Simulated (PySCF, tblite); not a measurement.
# C5H10BO2 radical: geometry, infrared bands and EPR parameters

Wanted: the infrared bands and EPR parameters of C5H10BO2 radical (`CC[C@H]1CCO[B]O1`), by calculation.

The runs use tblite 0.8.0 and PySCF 2.14.0, with density-fitted response routines of our own; the level of theory stands in each step. All values are computed, except where a source is named. Atoms are numbered from 0 throughout.

## (1) The starting structure

18 atoms, charge 0, multiplicity 2; geometry from: force field or distance geometry start.

Bonds of the start (Å): C0–C1 1.52, C1–C2 1.51, C2–C3 1.51, C3–C4 1.50, C4–O5 1.38, O5–B6 1.46, B6–O7 1.47, O7–C2 1.40, C0–H8 1.10, C0–H9 1.10, C0–H10 1.11, C1–H11 1.13, C1–H12 1.09, C2–H13 1.12, C3–H14 1.13, C3–H15 1.10, C4–H16 1.11, C4–H17 1.12.

## (2) Geometry optimisation with GFN2-xTB

What the job is given:

```
{"job": {"kind": "relax", "xc": "GFN2-xTB", "basis": "xTB"}, "charge": 0, "multiplicity": 2}
C      2.506900     0.387600    -0.474800
C      1.329500    -0.427400     0.026200
C      0.067500     0.140200    -0.583500
C     -1.056000    -0.713900    -0.044800
C     -2.423600    -0.231600    -0.433100
O     -2.419100     1.079700    -0.875200
B     -1.403000     1.864700    -0.177300
O      0.009400     1.465200    -0.125800
H      2.519900     1.400600    -0.049300
H      2.423500     0.461600    -1.564700
H      3.423800    -0.145100    -0.150600
H      1.286300    -0.260500     1.143900
H      1.394400    -1.493700    -0.181000
H      0.100600     0.091600    -1.701900
H     -0.928500    -0.714000     1.076600
H     -0.948100    -1.734500    -0.432200
H     -2.855000    -0.870400    -1.233300
H     -3.037100    -0.293900     0.504200
```

The run is started by

```bash
OMP_NUM_THREADS=1 python probes_run.py task.json out
```

One launch serves the whole session: the jobs run in the order shown.

**Question.** This job is followed by: GFN2-xTB harmonic vibrations, gas phase; UKS B3LYP, pcH-1 on B C H O, non-relativistic, mean-field spin-orbit, GIAO. What will the session give for the following? strongest single infrared mode (GFN2-xTB); zero-point energy (GFN2-xTB); g(iso) (B3LYP); ⟨S²⟩; largest a(iso) (averaged by class); potential on the surface of density 0.002 e/bohr³, 1st and 99th percentile.

**Answer**, as computed:

| quantity | value |
| --- | --- |
| strongest single infrared mode (GFN2-xTB) | 1154 cm⁻¹, 178 km/mol |
| zero-point energy (GFN2-xTB) | 93.6 kcal/mol |
| g(iso) (B3LYP) | 2.00181 |
| ⟨S²⟩ | 0.752 (exact 0.75) |
| largest a(iso) (averaged by class) | 11B on B6, 729.5 MHz |
| potential on the surface of density 0.002 e/bohr³, 1st and 99th percentile | -1.37 V and 1.11 V |

In words: Over 77 steps the energy fell by 1.188 eV; of the close pairs, B6–O7 changed most, 1.469 to 1.342 Å. No mode is imaginary among the 48: a minimum at this level. The strongest single mode, at 1154 cm⁻¹, is spread over several atoms, B6, H13, H16 among them. Unscaled tight-binding wavenumbers are off by several per cent, some by more. Its intensities can rank the bands wrongly. Most of the unpaired spin sits on B6 (0.96 e). The isotropic g lies 0.5 ppt below the free-electron value. These values are for one conformer; the search (at its own cheap level) found 2 more, at 0.01, 0.07 kcal/mol (those within 0.05 may be mirror or relabelled copies), and measured spectra average over such forms.
